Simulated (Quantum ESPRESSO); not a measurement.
# Si3N2: zone-centre phonons under several settings

```
CELL_PARAMETERS angstrom
2.73039 0.00000 0.00000
0.00000 2.73039 0.00000
0.00000 0.00000 7.24304
ATOMIC_POSITIONS crystal
Si 0.00000 0.00000 0.00000
Si 0.50000 0.00000 0.65772
Si 0.00000 0.50000 0.34228
N 0.50000 0.00000 0.38530
N 0.00000 0.50000 0.61470
```

The cell was built by a generator and needn't be a form met in nature.

All runs used Quantum ESPRESSO 7.5; potentials GBRV 1.5 PBEsol; k mesh 8 × 8 × 3; no spin polarisation; cutoff 612 eV; occupations cold, width 0.2 eV.

| level | geometry | volume (Å³/atom) | pressure (GPa) | lowest optical mode without the field (cm⁻¹) | highest optical mode without the field (cm⁻¹) |
| --- | --- | --- | --- | --- | --- |
| PBEsol | relaxed at -3 GPa | ? | -3.0 | ? | ? |
| PBEsol | relaxed at 0 GPa | 10.49 | 0.0 | 109i | 653 |
| PBEsol | relaxed at 3 GPa | 10.26 | 3.0 | 107i | 667 |
| PBEsol | relaxed at 8 GPa | 9.95 | 8.0 | 108i | 684 |
| PBEsol | relaxed at 15 GPa | 9.60 | 15.1 | 113i | 687 |

Task: What stands in the row left open?

Result: Volume 10.79 Å³/atom; lowest optical mode without the field 112i cm⁻¹; highest optical mode without the field 642 cm⁻¹.

Values marked i are imaginary: the cell is unstable against those modes at that level, or the meshes are too thin.

Caveats: the mesh is thin for the phonons of a metal; some modes are imaginary; the cell is more than 3 GPa from zero pressure, which shifts response properties (some runs).

For the row left open. Caveat: the k mesh is coarse; the mesh is thin for the phonons of a metal; some modes are imaginary; the cell is more than 3 GPa from zero pressure, which shifts response properties.
